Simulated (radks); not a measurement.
# Exchange and kinetic functionals tested on atomic densities: Cd, Ne⁷⁺, Mn¹³⁺, Tc, N⁴⁺

The task here is to estimate one member of a computed series from the others.

The numbers are computed with radks (a radial shooting solver on a logarithmic mesh, Libxc functionals) version 1 (non-relativistic Kohn-Sham, PBE, spin-polarised, spherical densities, point nucleus; open shells are filled with parallel spins first), except any that are marked as measured or tabulated.

**Starting point**

| Property | Result |
| --- | --- |
| species | Cd ([Kr] 4d10 5s2), Ne⁷⁺ ([He] 2s1), Mn¹³⁺ ([Ne] 3s2), Tc ([Kr] 4d5 5s2), N⁴⁺ ([He] 2s1) |

Set-up of the first run:

Input:

```text
Z 48
configuration [Kr] 4d10 5s2
relativity non-relativistic
functional pbe,pbe
spin polarised
nucleus point
```

Steps of the session up to this table: Cd, [Kr] 4d10 5s2.

One of the session's tables, all rows but one given; the rest of the session is left out.

It belongs to the step «Cd, [Kr] 4d10 5s2». From the orbitals of this run (lengths in bohr):

| level | <r> | outermost maximum (interpolated) | 90 % within | nodes |
| --- | --- | --- | --- | --- |
| 2p | 0.1173 | 0.0913 | 0.190 | 0 |
| 3s | 0.3712 | 0.336 | 0.545 | 2 |
| 3p | 0.3628 | 0.323 | 0.545 | 1 |
| 3d | 0.3346 | 0.266 | 0.528 | 0 |
| 4s | 0.9098 | 0.822 | 1.32 | 3 |
| 4p | 0.9738 | 0.857 | 1.44 | 2 |
| 4d | ? | ? | ? | ? |
| 5s | 3.033 | 2.44 | 4.62 | 4 |

**Question.** Estimate the row for 4d.

The run gave: <r>: 1.274; outermost maximum (interpolated): 0.975; 90 % within: 2.03; nodes: 1. In the column «<r>» it lies between 4p (0.9738) and 5s (3.033).
